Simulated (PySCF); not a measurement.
**[IrS2]-: relaxation and vibrations of the quintet**

Aim: relax [IrS2]- as a quintet from a linear start, check by its vibrations whether the end is a minimum, and collect its spectrum and constants.

Computed with PySCF 2.14.0. Level: PBE0, basis Ir def2-SVPD with ECP60, S def2-SVPD, scalar-relativistic core potentials, no spin–orbit coupling, density fitting.

### Step 1. Starting geometry

3 atoms, charge -1, spin multiplicity 5.

Bond lengths: Ir1–S2 2.090 Å, Ir1–S3 2.090 Å. Angles: S2–Ir1–S3 180.0°.

```xyz
3
charge -1 multiplicity 5
Ir    0.0000    0.0000    0.0000
S     0.0000    0.0000    2.0900
S     0.0000    0.0000   -2.0900
```

### Step 2. First SCF at the start

One driver script runs all steps and calls PySCF; scf.py shows how it sets up the SCF of each step. The optimiser is the driver's own. After this first run the driver tries any further starts and a stability analysis.

scf.py reads:

```python
from pyscf import gto, scf, dft
mol = gto.M(atom='''
Ir     0.000000     0.000000     0.000000
S      0.000000     0.000000     2.090000
S      0.000000     0.000000    -2.090000''',
    basis={'Ir': 'def2-SVPD', 'S': 'def2-SVPD'},
    ecp={'Ir': 'def2-SVPD'},
    charge=-1, spin=4)
mf = dft.UKS(mol, xc='PBE0')
mf.grids.atom_grid = (50, 194)
aux = {'Ir': 'def2-universal-JKFIT', 'S': 'def2-universal-JKFIT'}
mf = mf.density_fit(auxbasis=aux)
mf.conv_tol = 1e-08
mf.diis_space = 10
mf.max_cycle = 60
mf.init_guess = 'minao'
mf.verbose = 4
mf.kernel()
```

On the command line:

```
> OMP_NUM_THREADS=2 python axn.py task.json out
```

After this run come: Linear start, quintet: relaxation; Hessian and properties; Following the imaginary mode; Vibrations and properties at this point.

Before running it: what results should come out? Wanted: minimum; geometry; wavenumbers; dipole moment; highest occupied, lowest empty level; polar-tensor charge of Ir1; zero-point energy; ⟨S²⟩.

As calculated:

```
                                          quantity                             value
                                           minimum                      quintet, C2v
                                          geometry  Ir–S 2.186 Å (×2); S–Ir–S 134.2°
                                wavenumbers (cm⁻¹)      107 (a1), 422 (b2), 445 (a1)
                    dipole moment (centre of mass)                            3.32 D
highest occupied, lowest empty level (either spin)                    -1.09, 0.73 eV
                        polar-tensor charge of Ir1                           +0.30 e
                                 zero-point energy                        5.8 kJ/mol
                               entropy at 298.15 K                   316.7 J/(mol K)
                                              ⟨S²⟩                             6.025
```

What this shows: From D∞h at the start the molecule goes to a C2v minimum, after a stop at a second-order saddle point 36.4 kJ/mol higher, from which it was pushed off along an imaginary mode. In the infrared the band at 422 cm⁻¹ (b2, stretch) leads. Most of the spin sits on Ir1 (Mulliken spin 2.27, against 4 for the whole molecule). The first SCF alone would have been 51 kJ/mol too high. Other starts or spin states, not run here, may lie lower. One determinant may miss the lowest occupation of an open d or f shell. Spin–orbit coupling, left out here, can matter for elements this heavy.
